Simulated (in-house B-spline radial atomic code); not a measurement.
**Excited states and polarisability of Ba⁴⁴⁺ by several methods**

Aim: excitation energies, oscillator strengths, polarisability and C6 of Ba⁴⁴⁺ by linear response on several mean fields, with the cost of each.

Program: in-house B-spline radial atomic code version 1. Level of theory: linear response of a closed shell, each method with its own adiabatic kernel; spin-free one-electron X2C, finite nucleus; B-spline basis; no spin-orbit coupling, no double excitations; only terms of natural parity, (−1)^L, with L up to 3 are computed. These are calculated values, not measurements, unless marked.

## (1) Starting point

| Property | Result |
| --- | --- |
| element | barium (Z = 56) |
| charge | +44 |
| configuration | [Ne] 3s2 |
| runs | TDHF; PBE; exchange-only LDA; BLYP; RPBE; ωB97X |

The outer shells:

Ba⁴⁴⁺
```
[Ne] core
3s [↑↓]
```

Rows of excitations, here in order of energy, give L, multiplicity, 0 for full response or 1 for Tamm-Dancoff, hole, particle, weight of that channel, energy (hartree) and multipole strength; threshold is minus the highest occupied level of the method. polarisability lists the dipole (1), quadrupole (2) and octupole (3) values; f_sum adds the dipole strengths of the shells that respond, at most the outer three principal shells; real and imaginary give α at real and imaginary frequencies.

## (2) TDHF

The run's settings:

```ini
Z = 56
electrons = 12.0
configuration = [Ne] 3s2
hamiltonian = x2c
method = hf
box_radius = 2.95
rms_radius = 4.8378
intervals = 63
```

Run with:

```bash
python run_td.py task.json out
```

One command runs all members of the session, one after another, from task.json.

The program writes no log. Results of the run, from its result record (rounded, main fields):

```text
{
  "status": "converged",
  "c6 [hartree bohr^6]": 0.0006907271,
  "f_sum": 11.4941,
  "imaginary [hartree, bohr^3]": {
    "u": [0.0, 9.06, 21.1, 36.2, 60.4, 90.6, 136.0, 211.0, 302.0, 453.0, 755.0, 1510.0],
    "alpha": [0.0109326, 0.00444134, 0.00144154, 0.000713982, 0.00041025, 0.000277187, 0.00018621, 0.000114242, 7.12654e-05, 3.85217e-05, 1.61569e-05, 4.52496e-06]
  },
  "real [hartree, bohr^3]": {"omega": [0.719, 1.8, 2.88, 3.95, 5.03, 5.75, 6.47], "alpha": [0.0110395, 0.01164, 0.0129545, 0.0155065, 0.0210773, 0.0297189, 0.0560547]},
  "excitations": [
    [1, 3, 0, "3s", "3p", 1.0, 5.69708, 0.0],
    [1, 3, 1, "3s", "3p", 1.0, 5.74757, 0.0],
    [1, 1, 0, "3s", "3p", 1.0, 7.18807, 0.54619],
    [1, 1, 1, "3s", "3p", 1.0, 7.23716, 0.61337],
    [2, 3, 0, "3s", "3d", 1.0, 13.025, 0.0],
    [2, 3, 1, "3s", "3d", 1.0, 13.0298, 0.0],
    [2, 1, 0, "3s", "3d", 1.0, 13.5812, 0.040165],
    [2, 1, 1, "3s", "3d", 1.0, 13.5851, 0.041085],
    [0, 3, 0, "3s", "4s", 1.0, 59.6634, 0.0],
    [0, 3, 1, "3s", "4s", 1.0, 59.6641, 0.0],
    [0, 1, 0, "3s", "4s", 1.0, 60.0421, 0.0],
    [0, 1, 1, "3s", "4s", 1.0, 60.0441, 0.0],
    [1, 3, 0, "3s", "4p", 1.0, 62.4523, 0.0],
    [1, 3, 1, "3s", "4p", 1.0, 62.4526, 0.0],
    [1, 1, 0, "3s", "4p", 1.0, 62.5921, 0.5943],
    [1, 1, 1, "3s", "4p", 1.0, 62.5931, 0.58873],
    [2, 3, 0, "3s", "4d", 1.0, 65.1544, 0.0],
    [2, 3, 1, "3s", "4d", 1.0, 65.1547, 0.0],
    [2, 1, 0, "3s", "4d", 1.0, 65.253, 0.21342],
    [2, 1, 1, "3s", "4d", 1.0, 65.2532, 0.21391],
    [3, 3, 0, "3s", "4f", 1.0, 66.5639, 0.0],
    [3, 3, 1, "3s", "4f", 1.0, 66.5641, 0.0],
    [3, 1, 0, "3s", "4f", 1.0, 66.816, 0.045225],
    [3, 1, 1, "3s", "4f", 1.0, 66.8163, 0.045307],
    [0, 3, 0, "3s", "5s", 1.0, 86.1861, 0.0],
    [0, 3, 1, "3s", "5s", 1.0, 86.1863, 0.0],
    [0, 1, 0, "3s", "5s", 1.0, 86.3166, 0.0],
    [0, 1, 1, "3s", "5s", 1.0, 86.3175, 0.0],
    [1, 3, 0, "3s", "5p", 1.0, 87.5645, 0.0],
    [1, 3, 1, "3s", "5p", 1.0, 87.5646, 0.0],
    "... 66 more rows left out ..."
  ],
  "polarisability [au]": {"1": 0.01093263, "2": 0.0002759293, "3": 1.05314e-05},
  "threshold [hartree]": 130.4323,
  "highest [hartree]": ["3s", -130.4323],
  "lowest_empty [hartree]": -121.1757,
  "responding_from_n": 1,
  "orbital_gaps [hartree]": {"3s-4s": 61.92986, "3s-3p": 9.256576, "3s-3d": 16.71758, "3s-4f": 69.19994}
}
```

Wall time 0.5 s (1 thread of Arm Neoverse N1, shared host); peak memory 0.13 GiB.

Lowest ¹P state: 3s→3p ¹P at 195.60 eV, oscillator strength 0.546. Without spin-orbit coupling the levels of so heavy an atom are a model. α = 0.01093 bohr³.

The same in eV, as far as full and Tamm-Dancoff orders agree and the box is not felt:

```csv
state,weight,full (eV),Tamm-Dancoff (eV),f
3s→3p ³P,1.00,155.03,156.40,-
3s→3p ¹P,1.00,195.60,196.93,0.546
3s→3d ³D,1.00,354.43,354.56,-
3s→3d ¹D,1.00,369.56,369.67,-
3s→4s ³S,1.00,1623.5,1623.5,-
3s→4s ¹S,1.00,1633.8,1633.9,-
3s→4p ³P,1.00,1699.4,1699.4,-
3s→4p ¹P,1.00,1703.2,1703.2,0.594
3s→4d ³D,1.00,1772.9,1773.0,-
3s→4d ¹D,1.00,1775.6,1775.6,-
3s→4f ³F,1.00,1811.3,1811.3,-
3s→4f ¹F,1.00,1818.2,1818.2,-
3s→5s ³S,1.00,2345.2,2345.2,-
3s→5s ¹S,1.00,2348.8,2348.8,-
```

## (3) PBE

Changes to the settings of step 2:

```diff
@@ -4,3 +4,3 @@
 hamiltonian = x2c
-method = hf
+method = pbe,pbe
 box_radius = 2.95
```

Results of the run:

```text
{
  "status": "converged",
  "c6 [hartree bohr^6]": 0.0006491982,
  "f_sum": 11.4942,
  "excitations": [
    [1, 3, 0, "3s", "3p", 1.0, 5.86305, 0.0],
    [1, 3, 1, "3s", "3p", 1.0, 5.88706, 0.0],
    [1, 1, 0, "3s", "3p", 1.0, 7.27344, 0.53716],
    [1, 1, 1, "3s", "3p", 1.0, 7.34345, 0.62019],
    [2, 3, 0, "3s", "3d", 1.0, 12.8403, 0.0],
    [2, 3, 1, "3s", "3d", 1.0, 12.8508, 0.0],
    [2, 1, 0, "3s", "3d", 1.0, 13.3867, 0.040174],
    [2, 1, 1, "3s", "3d", 1.0, 13.3873, 0.040383],
    "... 88 more rows left out ..."
  ],
  "polarisability [au]": {"1": 0.01051815, "2": 0.0002824419, "3": 1.057405e-05},
  "threshold [hartree]": 129.2327,
  "highest [hartree]": ["3s", -129.2327],
  "lowest_empty [hartree]": -122.8224,
  "orbital_gaps [hartree]": {"3s-4s": 59.84772, "3s-3p": 6.410344, "3s-3d": 13.33857, "3s-4f": 66.70507}
}
```

Wall time 0.4 s (1 thread of Arm Neoverse N1, shared host); peak memory 0.13 GiB.

Lowest ¹P state: 3s→3p ¹P at 197.92 eV, oscillator strength 0.537. Without spin-orbit coupling the levels of so heavy an atom are a model. α = 0.01052 bohr³.

## (4) exchange-only LDA

Changes to the settings of step 3:

```diff
@@ -4,3 +4,3 @@
 hamiltonian = x2c
-method = pbe,pbe
+method = lda,
 box_radius = 2.95
```

Results of the run:

```text
{
  "status": "converged",
  "c6 [hartree bohr^6]": 0.0006399098,
  "f_sum": 11.4947,
  "excitations": [
    [1, 3, 0, "3s", "3p", 1.0, 5.83601, 0.0],
    [1, 3, 1, "3s", "3p", 1.0, 5.85733, 0.0],
    [1, 1, 0, "3s", "3p", 1.0, 7.26832, 0.53228],
    [1, 1, 1, "3s", "3p", 1.0, 7.34625, 0.62046],
    [2, 3, 0, "3s", "3d", 1.0, 12.8558, 0.0],
    [2, 3, 1, "3s", "3d", 1.0, 12.8631, 0.0],
    [2, 1, 0, "3s", "3d", 1.0, 13.4168, 0.039936],
    [2, 1, 1, "3s", "3d", 1.0, 13.418, 0.040455],
    [0, 3, 0, "3s", "4s", 1.0, 59.6944, 0.0],
    [0, 3, 1, "3s", "4s", 1.0, 59.6949, 0.0],
    [0, 1, 0, "3s", "4s", 1.0, 60.0718, 0.0],
    [0, 1, 1, "3s", "4s", 1.0, 60.0747, 0.0],
    "... 84 more rows left out ..."
  ],
  "polarisability [au]": {"1": 0.0104415, "2": 0.0002802178, "3": 1.055812e-05},
  "threshold [hartree]": 129.082,
  "highest [hartree]": ["3s", -129.082],
  "lowest_empty [hartree]": -122.7315,
  "orbital_gaps [hartree]": {"3s-4s": 59.90039, "3s-3p": 6.350469, "3s-3d": 13.27146, "3s-4f": 66.68306}
}
```

It took 0.3 s on 1 thread of Arm Neoverse N1, shared host; peak memory 0.13 GiB.

The first dipole-allowed state is 3s→3p ¹P, 197.78 eV (f = 0.532). Without spin-orbit coupling the levels of so heavy an atom are a model. α = 0.01044 bohr³.

## (5) BLYP

Changes to the settings of step 4:

```diff
@@ -4,3 +4,3 @@
 hamiltonian = x2c
-method = lda,
+method = b88,lyp
 box_radius = 2.95
```

Results of the run:

```text
{
  "status": "converged",
  "c6 [hartree bohr^6]": 0.0006476771,
  "f_sum": 11.4941,
  "excitations": [
    [1, 3, 0, "3s", "3p", 1.0, 5.79049, 0.0],
    [1, 3, 1, "3s", "3p", 1.0, 5.82036, 0.0],
    [1, 1, 0, "3s", "3p", 1.0, 7.272, 0.53631],
    [1, 1, 1, "3s", "3p", 1.0, 7.34271, 0.61993],
    [2, 3, 0, "3s", "3d", 1.0, 12.7898, 0.0],
    [2, 3, 1, "3s", "3d", 1.0, 12.8022, 0.0],
    [2, 1, 0, "3s", "3d", 1.0, 13.3751, 0.040126],
    [2, 1, 1, "3s", "3d", 1.0, 13.3755, 0.040322],
    [0, 3, 0, "3s", "4s", 1.0, 59.1933, 0.0],
    [0, 3, 1, "3s", "4s", 1.0, 59.1943, 0.0],
    [0, 1, 0, "3s", "4s", 1.0, 59.9732, 0.0],
    [0, 1, 1, "3s", "4s", 1.0, 59.9787, 0.0],
    [1, 3, 0, "3s", "4p", 1.0, 61.8276, 0.0],
    [1, 3, 1, "3s", "4p", 1.0, 61.8286, 0.0],
    [1, 1, 0, "3s", "4p", 1.0, 62.3803, 0.59291],
    [1, 1, 1, "3s", "4p", 1.0, 62.3834, 0.58754],
    "... 80 more rows left out ..."
  ],
  "polarisability [au]": {"1": 0.01050623, "2": 0.000282561, "3": 1.057694e-05},
  "threshold [hartree]": 129.2589,
  "highest [hartree]": ["3s", -129.2589],
  "lowest_empty [hartree]": -122.8563,
  "orbital_gaps [hartree]": {"3s-4s": 59.4582, "3s-3p": 6.402572, "3s-3d": 13.33511, "3s-4f": 66.58853}
}
```

Wall time 0.4 s (1 thread of Arm Neoverse N1, shared host); peak memory 0.13 GiB.

The first dipole-allowed state is 3s→3p ¹P, 197.88 eV (f = 0.536). Without spin-orbit coupling the levels of so heavy an atom are a model. α = 0.01051 bohr³.

## (6) RPBE

Changes to the settings of step 5:

```diff
@@ -4,3 +4,3 @@
 hamiltonian = x2c
-method = b88,lyp
+method = rpbe,pbe
 box_radius = 2.95
```

Results of the run:

```text
{
  "status": "converged",
  "c6 [hartree bohr^6]": 0.0006616089,
  "f_sum": 11.4941,
  "excitations": [
    [1, 3, 0, "3s", "3p", 1.0, 5.8126, 0.0],
    [1, 3, 1, "3s", "3p", 1.0, 5.8429, 0.0],
    [1, 1, 0, "3s", "3p", 1.0, 7.23638, 0.53863],
    [1, 1, 1, "3s", "3p", 1.0, 7.29938, 0.61668],
    [2, 3, 0, "3s", "3d", 1.0, 12.7945, 0.0],
    [2, 3, 1, "3s", "3d", 1.0, 12.8081, 0.0],
    [2, 1, 0, "3s", "3d", 1.0, 13.3444, 0.040278],
    [2, 1, 1, "3s", "3d", 1.0, 13.345, 0.040293],
    "... 88 more rows left out ..."
  ],
  "polarisability [au]": {"1": 0.01065043, "2": 0.0002845204, "3": 1.06024e-05},
  "threshold [hartree]": 129.2147,
  "highest [hartree]": ["3s", -129.2147],
  "lowest_empty [hartree]": -122.7874,
  "orbital_gaps [hartree]": {"3s-4s": 59.79102, "3s-3p": 6.427373, "3s-3d": 13.36274, "3s-4f": 66.67798}
}
```

It took 0.4 s on 1 thread of Arm Neoverse N1, shared host; peak memory 0.13 GiB.

Lowest ¹P state: 3s→3p ¹P at 196.91 eV, oscillator strength 0.539. Without spin-orbit coupling the levels of so heavy an atom are a model. α = 0.01065 bohr³.

## (7) ωB97X

Changes to the settings of step 6:

```diff
@@ -4,3 +4,3 @@
 hamiltonian = x2c
-method = rpbe,pbe
+method = wb97x
 box_radius = 2.95
```

Results of the run:

```text
{
  "status": "converged",
  "c6 [hartree bohr^6]": 0.0006592111,
  "f_sum": 11.4941,
  "excitations": [
    [1, 3, 0, "3s", "3p", 1.0, 5.84297, 0.0],
    [1, 3, 1, "3s", "3p", 1.0, 5.872, 0.0],
    [1, 1, 0, "3s", "3p", 1.0, 7.25242, 0.53946],
    [1, 1, 1, "3s", "3p", 1.0, 7.31535, 0.61704],
    [2, 3, 0, "3s", "3d", 1.0, 12.848, 0.0],
    [2, 3, 1, "3s", "3d", 1.0, 12.8598, 0.0],
    [2, 1, 0, "3s", "3d", 1.0, 13.3756, 0.040168],
    [2, 1, 1, "3s", "3d", 1.0, 13.3763, 0.040224],
    "... 88 more rows left out ..."
  ],
  "polarisability [au]": {"1": 0.01061944, "2": 0.0002824467, "3": 1.05e-05},
  "threshold [hartree]": 129.6318,
  "highest [hartree]": ["3s", -129.6318],
  "lowest_empty [hartree]": -122.4665,
  "orbital_gaps [hartree]": {"3s-4s": 60.69508, "3s-3p": 7.16527, "3s-3d": 14.19849, "3s-4f": 67.58528}
}
```

Wall time 0.7 s (1 thread of Arm Neoverse N1, shared host); peak memory 0.13 GiB.

The first dipole-allowed state is 3s→3p ¹P, 197.35 eV (f = 0.539). Without spin-orbit coupling the levels of so heavy an atom are a model. α = 0.01062 bohr³.

## (8) Results

| run | threshold (eV) | 3s→3p ¹P (eV) | 3s→3p ³P, Tamm-Dancoff (eV) | α (bohr³) | C6 (hartree bohr⁶) | time |
| --- | --- | --- | --- | --- | --- | --- |
| TDHF | 3549.2 | 195.60 | 156.40 | 0.01093 | 0.0006907 | 0.5 s |
| PBE | 3516.6 | 197.92 | 160.20 | 0.01052 | 0.0006492 | 0.4 s |
| exchange-only LDA | 3512.5 | 197.78 | 159.39 | 0.01044 | 0.0006399 | 0.3 s |
| BLYP | 3517.3 | 197.88 | 158.38 | 0.01051 | 0.0006477 | 0.4 s |
| RPBE | 3516.1 | 196.91 | 158.99 | 0.01065 | 0.0006616 | 0.4 s |
| ωB97X | 3527.5 | 197.35 | 159.79 | 0.01062 | 0.0006592 | 0.7 s |

In words: α runs from 0.0104 (exchange-only LDA) to 0.0109 bohr³ (TDHF). The semilocal functionals put the threshold at 3512.5 to 3517.3 eV, under Hartree-Fock's 3549.2 eV, through self-interaction. Spin-orbit coupling, absent here, splits and mixes these terms strongly in an ion this highly charged, so they need not match single real levels.
